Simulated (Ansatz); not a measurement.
# ZrC: the cost of one run

Method: DFT LDA, all-electron LAPW, scalar-relativistic unless said, in Ansatz 0.2.0.

The COD entry's cell or inner coordinates are ideal or old and differ from later refinements, so a difference from it is no clean test against experiment.

## Step 1: The system as given

It takes space group Fm-3m (No. 225, cubic). Conventional cell: a = 4.642 Å, b = 4.642 Å, c = 4.642 Å, α = 90.00°, β = 90.00°, γ = 90.00°. Zr (site symmetry m-3m) has 6 C at 2.32 Å as nearest neighbours. C (site symmetry m-3m) is surrounded by 6 Zr at 2.32 Å.

As a file:

```cif
data_structure
_symmetry_space_group_name_H-M 'P 1'
_symmetry_Int_Tables_number 1
_cell_length_a 3.2822
_cell_length_b 3.2822
_cell_length_c 3.2822
_cell_angle_alpha 60.000
_cell_angle_beta 60.000
_cell_angle_gamma 60.000
_cell_volume 25.00
loop_
_atom_site_label
_atom_site_type_symbol
_atom_site_fract_x
_atom_site_fract_y
_atom_site_fract_z
_atom_site_occupancy
Zr1 Zr 0.50000 0.50000 0.50000 1
C1 C 0.00000 0.00000 0.00000 1
```

Cartesian axes are those of the input's lattice vectors. The structure goes back to a database entry.

## Step 2: Reference run, LAPW

The input, input.yaml:

```yaml
crystal:
  lattice:
    - [0.0, 2.32089745342, 2.32089745342]
    - [2.32089745342, 0.0, 2.32089745342]
    - [2.32089745342, 2.32089745342, 0.0]
  atoms:
    - { symbol: Zr, position: [0.5, 0.5, 0.5] }
    - { symbol: C, position: [0.0, 0.0, 0.0] }
kpoints:
  mp_grid: { grid: [12, 12, 12] }
scf:
  occupations: { method: fermi_dirac, width: 0.1 }
hamiltonian:
  xc: lda
  pseudopotentials: { kind: all_electron, lapw: { basis_error: 0.0005 } }
phonons:
  qmesh: [2, 2, 2]
  qpath:
    path:
      - [0.0, 0.0, 0.0]
      - [0.5, 0.0, 0.5]
      - [0.625, 0.25, 0.625]
      - [0.375, 0.375, 0.75]
      - [0.0, 0.0, 0.0]
      - [0.5, 0.5, 0.5]
      - [0.5, 0.25, 0.75]
      - [0.5, 0.0, 0.5]
    npoints: 6
  temperatures: { t_min: 0, t_max: 1000, t_step: 100 }
```

Launch:

```sh
ansatz run input.yaml --threads 2 --pin off --max-ram 5120MiB --backend cpu --events-out ev --progress --plain --runs-dir out
```

**Question.** How long does this run take on 2 threads of Intel Xeon 6975P-C (Granite Rapids), shared host, and how much memory does it need?

About 4.3 min, with a peak of 1.3 GiB.
